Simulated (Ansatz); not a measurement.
Born–Oppenheimer molecular dynamics of a periodic cell of 20 atoms, In₈BAs₈Cl₃ (surface InAs(110), adsorbate BCl3). It starts from a relaxed structure.

Computed with DFT PBE, scalar-relativistic, plane waves, PAW (Ansatz). Settings: accuracy low, PAW set soft_1, cutoff 420 eV, k mesh 1x2x1, fermi-dirac smearing 0.1 eV, no spin polarisation.

* ensemble: NVT, Langevin thermostat
* time step: 1 fs
* steps asked: 190
* set temperature: 500 K
* friction: 0.005 /fs
* atoms held: 2, 3, 5, 8
* seed: 425715

First frame:

```xyz
20
Lattice="8.6368 0.0000 0.0000 0.0000 6.1071 0.0000 0.0000 0.0000 19.4776" Properties=species:S:1:pos:R:3
In -0.010 4.893 3.323
As 0.000 0.000 1.000
In 2.159 1.527 1.000
As 6.466 3.307 3.083
In 6.478 1.527 1.000
As 2.151 3.304 3.087
In 4.307 4.900 3.326
As 4.318 0.000 1.000
In 4.315 4.548 7.243
As 4.306 0.360 5.483
In 6.471 1.932 5.436
As 2.151 3.162 7.833
In 2.148 1.946 5.453
As 6.473 3.148 7.805
In -0.009 4.549 7.236
As -0.007 0.356 5.475
B 5.664 3.744 11.765
Cl 4.268 4.614 11.166
Cl 5.504 2.075 12.250
Cl 7.200 4.563 11.896
```

Question: What does the run give?

Answer: All steps were run.

| Property | Result |
| --- | --- |
| steps done | 190 |
| time covered | 190 fs |
| mean temperature over the second half | 430 K |
| spread of the potential energy over the second half | 6.8 meV per atom |
| mean potential energy of the second half above the start | 40.6 meV per atom |

The mean temperature of the second half is 14 % below the set value. A run of 0.19 ps of so small a system gives no equilibrium averages. Limits of this set-up: coarse k mesh, slab without dipole correction, no dispersion correction for a molecule that may bind weakly, low accuracy level.

Question: What happens to the structure?

Answer: Mean squared displacements from the first frame to the last: In 0.05 Å², As 0.05 Å², B 0.83 Å², Cl 0.63 Å². Another seed would give other details.

Question: How do temperature and energy run in time?

Answer: 
```
time (fs)  T (K)  potential energy less start (eV)
        0    500                             0.000
       15    386                             0.161
       30    263                             0.506
       45    219                             0.690
       60    296                             0.696
       75    423                             0.577
       90    420                             0.648
      105    394                             0.654
      120    477                             0.639
      135    413                             0.810
      150    406                             0.854
      165    459                             0.875
      180    418                             1.006
```

Run time: 27 min on 2 threads of Arm Neoverse V1 (shared host), peak memory 1.9 GiB.
